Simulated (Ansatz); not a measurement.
# C2H2F3NO: the cost of one run

All numbers below are computed with Ansatz 0.2.0 (UKS B3LYP-D4/STO-3G).

## (1) The system as given

Bond lengths: O2–C3 1.276 Å, C3–C4 1.516 Å, C4–F5 1.343 Å, C4–F6 1.337 Å, C4–F7 1.331 Å, C3–N8 1.285 Å, N8–H9 1.013 Å. Angles: O2–C3–C4 123.1°, O2–C3–N8 108.1°, C4–C3–N8 128.7°, C3–C4–F5 110.6°, C3–C4–F6 111.4°, C3–C4–F7 112.6°, F5–C4–F6 106.9°, F5–C4–F7 107.3°, F6–C4–F7 107.8°, C3–N8–H9 125.2°.

As a file:

```xyz
9

H    -1.1933   -1.6289    0.0893
O    -0.8405   -0.9673    1.1270
C    -0.2917   -0.3563    0.1498
C     0.5918    0.8626    0.3262
F     0.8413    1.4411   -0.8595
F     1.7752    0.5340    0.8556
F     0.0389    1.7857    1.1096
N    -0.6109   -0.9678   -0.9338
H    -0.3109   -0.7031   -1.8640
```

## (2) Run 1

150 steps of 0.5 fs at constant energy, with velocities drawn for 300 K.

Contents of input.yaml:

```yaml
crystal:
  periodic: [false, false, false]
  atoms:
    - { symbol: H, position_ang: [-1.1933, -1.6289, 0.0893] }
    - { symbol: O, position_ang: [-0.8405, -0.9673, 1.127] }
    - { symbol: C, position_ang: [-0.2917, -0.3563, 0.1498] }
    - { symbol: C, position_ang: [0.5918, 0.8626, 0.3262] }
    - { symbol: F, position_ang: [0.8413, 1.4411, -0.8595] }
    - { symbol: F, position_ang: [1.7752, 0.534, 0.8556] }
    - { symbol: F, position_ang: [0.0389, 1.7857, 1.1096] }
    - { symbol: "N", position_ang: [-0.6109, -0.9678, -0.9338] }
    - { symbol: H, position_ang: [-0.3109, -0.7031, -1.864] }
magnetization:
  spin_polarized: true
basis:
  gaussian: { orbitals: STO-3G }
hamiltonian:
  xc: b3lyp
  dispersion: d4
md:
  timestep: 0.5
  n_steps: 150
  ensemble: nve
  temperature: 300.0
  initial_velocities: maxwell_boltzmann
  seed: 296547
```

On the command line:

```bash
> ansatz run input.yaml --threads 1 --pin off --max-ram 2048MiB --backend cpu --events-out ev --progress --plain --runs-dir out
```

What time and memory should one allow on 1 thread of Arm Neoverse V1, shared host?

About 9.1 min, with a peak of 0.15 GiB.
